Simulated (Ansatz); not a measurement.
Run this with Ansatz's Python interface and show what comes out.

`run_fdcheck.py`:
```python
"""Forces and pressure of YPd3 against finite differences of the energy with displaced atoms."""

import ansatz
import numpy as np

params = {
    "filling": "fermi_dirac",
    "width_ev": 0.02,
    "ecut": 540,
    "mesh": (4, 4, 4),
    "scf_tol": 1e-09,
}

VECTORS = np.array([
    [4.068, 0.0, 0.0],
    [0.0, 4.068, 0.0],
    [0.0, 0.0, 4.068],
])
SITES = [
    ("Y", (0.99305, 0.98996, 0.97447)),
    ("Pd", (0.9975, 0.46098, 0.49182)),
    ("Pd", (0.51836, 0.96355, 0.52275)),
    ("Pd", (0.49631, 0.53006, 0.00073)),
]


def on_lattice(cell):
    crystal = ansatz.Crystal(lattice=ansatz.Lattice.of(cell))
    for symbol, position in SITES:
        crystal = crystal.atom(symbol, position)
    return crystal


def main() -> None:
    def solve(crystal):
        return (
            crystal.calculation()
            .functional(ansatz.Functional.LDA)
            .occupations(params["filling"], width=params["width_ev"])
            .basis(params["ecut"], xc_grid=2)
            .kpoints(*params["mesh"])
            .scf(tolerance=params["scf_tol"])
            .forces()
            .stress()
            .run(threads=1)
        ).report


    centre = solve(on_lattice(VECTORS))
    start = on_lattice(VECTORS)
    # central difference: F = -(E(+h) - E(-h)) / 2h
    print(f"force on atom 2 along y: analytic {centre['forces_ev_ang'][2][1]:.4f} eV/A")
    for h in (0.004, 0.016):
        shift = np.eye(3)[1] * h @ np.linalg.inv(VECTORS)
        plus, minus = (solve(start.move(2, to=np.array(SITES[2][1]) + sign * shift))["lagrangian_ev"] for sign in (1, -1))
        print(f"  step {h} A: numerical {-(plus - minus) / (2 * h):.4f} eV/A")
    # P = -dF/dV; the difference feels the change of the plane-wave count with the cell
    volume = abs(np.linalg.det(VECTORS))
    larger, smaller = (solve(on_lattice(VECTORS * (1 + sign * 0.005) ** (1 / 3)))["lagrangian_ev"] for sign in (1, -1))
    numerical = -(larger - smaller) / (0.01 * volume) * 160.21766
    print(f"pressure: analytic {np.trace(centre['stress_gpa']) / 3:.3f}, numerical {numerical:.3f} GPa")


if __name__ == "__main__":
    main()
```

Running `python run_fdcheck.py` prints:
```text
DeckWarning: output.stress: scf.convergence.dr2_threshold = 1e-9 eV is looser than the 4e-10 eV advised for a printed stress (1e-10 eV for each atom of the cell: 4). What an SCF threshold leaves in a stress goes as its square root, and in the free energy as the threshold itself, and one threshold admits the most on a [...]
force on atom 2 along y: analytic 0.6914 eV/A
  step 0.004 A: numerical 0.6914 eV/A
  step 0.016 A: numerical 0.6917 eV/A
pressure: analytic -2.603, numerical -2.600 GPa
```
(Warnings from the package without file and line, shortened.)

Reading the output:
- These settings explore the input space; cutoff and mesh may be short of convergence.
- The run is spin-unpolarised.
- The mesh is modest for a metal, so energies can be off by several to tens of meV an atom and pressures by half a GPa or more; differences at equal mesh fare better.
- Pressure is positive in compression.
- The cell is a database structure, distorted on purpose.
- The central difference errs as the square of the step, so the shorter step is the fairer test; what remains comes from the finite grid and the SCF threshold.
- Hardware and time: 34 s on 1 thread of Intel(R) Xeon(R) 6975P-C (Granite Rapids), with other jobs on the host, peak memory 0.47 GiB.
